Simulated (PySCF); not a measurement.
# EuH24N8 (Eu(NH3)83+): the cost of one run

The runs use PySCF 2.14.0; BP86, Eu lcecp-1-SVP with ECP52, N def2-SVP, H def2-SVP; scalar-relativistic core potentials, no spin–orbit coupling.

1 further run of the same task is left out (for a known fault of the program). Runs told in other sessions of the task aren't counted.

## 1. Where the work starts

33 atoms, charge 3, spin multiplicity 1.

Bond lengths: Eu1–N2 2.666 Å, Eu1–N6 2.666 Å, Eu1–N10 2.666 Å, Eu1–N14 2.666 Å, Eu1–N18 2.666 Å, Eu1–N22 2.666 Å, Eu1–N26 2.666 Å, Eu1–N30 2.666 Å, N2–H3 1.037 Å, N2–H4 1.036 Å, N2–H5 1.036 Å, N6–H7 1.037 Å, N6–H8 1.036 Å, N6–H9 1.036 Å, N10–H11 1.037 Å, N10–H12 1.036 Å, N10–H13 1.036 Å, N14–H15 1.037 Å and more. Angles: N2–Eu1–N6 72.2°, N2–Eu1–N10 112.9°, N2–Eu1–N14 72.2°, N2–Eu1–N18 79.2°, N2–Eu1–N22 142.6°, N2–Eu1–N26 143.0°, N2–Eu1–N30 79.5°, N6–Eu1–N10 72.2°, N6–Eu1–N14 112.9°, N6–Eu1–N18 79.5°, N6–Eu1–N22 79.2°, N6–Eu1–N26 142.6°, N6–Eu1–N30 143.0°, N10–Eu1–N14 72.2°, N10–Eu1–N18 143.0°, N10–Eu1–N22 79.5°, N10–Eu1–N26 79.2°, N10–Eu1–N30 142.6° and more.

As a file:

```
Eu    0.0000    0.0000    0.0005
N     2.2201    0.0611    1.4746
H     2.0651   -0.0023    2.4976
H     2.8967   -0.7031    1.2981
H     2.8024    0.9128    1.3832
N    -0.0611    2.2201    1.4746
H     0.0023    2.0651    2.4976
H     0.7031    2.8967    1.2981
H    -0.9128    2.8024    1.3832
N    -2.2201   -0.0611    1.4746
H    -2.0651    0.0023    2.4976
H    -2.8967    0.7031    1.2981
H    -2.8024   -0.9128    1.3832
N     0.0611   -2.2201    1.4746
H    -0.0023   -2.0651    2.4976
H    -0.7031   -2.8967    1.2981
H     0.9128   -2.8024    1.3832
N     1.5337    1.6064   -1.4743
H     2.5521    1.5440   -1.2954
H     1.4710    1.4482   -2.4968
H     1.3441    2.6209   -1.3872
N    -1.6064    1.5337   -1.4743
H    -1.5440    2.5521   -1.2954
H    -1.4482    1.4710   -2.4968
H    -2.6209    1.3441   -1.3872
N    -1.5337   -1.6064   -1.4743
H    -2.5521   -1.5440   -1.2954
H    -1.4710   -1.4482   -2.4968
H    -1.3441   -2.6209   -1.3872
N     1.6064   -1.5337   -1.4743
H     1.5440   -2.5521   -1.2954
H     1.4482   -1.4710   -2.4968
H     2.6209   -1.3441   -1.3872
```

Formal oxidation states: Eu +3. Each metal's 6 4f electrons lie in its core potential, so multiplicities, spins and levels count the valence alone. An earlier session relaxed this geometry at BP86, Eu lcecp-1-SVP with ECP52, N def2-SVP, H def2-SVP (singlet, point group S8).

Its energy there is -486.858238 Eh.

## 2. Atoms moved at random, σ = 0.1 Å

Contents of run.py (the lines that set the calculation):

```python
mol = gto.M(atom='''
Eu    -0.01223     0.09707     0.04431
N      2.21404     0.04734     1.28512
H      1.92017    -0.00151     2.46981
H      2.74489    -0.70488     1.20305
H      2.81622     0.81174     1.55245
N     -0.09103     2.28611     1.57870
H      0.05854     1.91950     2.39759
H      0.62039     2.81363     1.27034
H     -0.98104     2.72806     1.49660
N     -2.31376    -0.03017     1.39503
H     -2.01481    -0.25489     2.48634
H     -2.85061     0.80285     1.47000
H     -2.97258    -1.15247     1.28086
N      0.07721    -2.15695     1.55845
H      0.22598    -2.13462     2.49524
H     -0.64338    -2.80460     1.23712
H      0.91873    -2.92097     1.32757
N      1.40580     1.77126    -1.38547
H      2.64535     1.61412    -1.28967
H      1.28622     1.66907    -2.27454
H      1.40949     2.65095    -1.52663
N     -1.62471     1.40696    -1.45559
H     -1.48611     2.72375    -1.32051
H     -1.37464     1.47723    -2.48744
H     -2.61975     1.32978    -1.40187
N     -1.57955    -1.58789    -1.49250
H     -2.48419    -1.70025    -1.25822
H     -1.32858    -1.41501    -2.48643
H     -1.38819    -2.65984    -1.47986
N      1.74619    -1.63946    -1.44109
H      1.56901    -2.42743    -1.30702
H      1.49393    -1.25433    -2.56087
H      2.61300    -1.30416    -1.38087''',
    basis={'Eu': 'lcecp-1-SVP', 'N': 'def2-SVP', 'H': 'def2-SVP'},
    ecp={'Eu': 'lcecp-1-SVP'},
    charge=3, spin=0)
mf = dft.RKS(mol, xc='B88,P86')
mf.grids.atom_grid = (50, 194)  # f atoms: unpruned, at least (60, 302)
mf = mf.density_fit()  # fitting sets: Eu AutoAux, N def2-universal-JKFIT, H def2-universal-JKFIT
mf.conv_tol = 1e-08; mf.max_cycle = 55
mf.kernel(dm0)  # dm0: the density of the relaxed state
```

The run is started by

```
$ OMP_NUM_THREADS=8 python run.py
```

**Question.** How long does this run take on 8 threads of Arm Neoverse V1, shared host?

About 28 s.
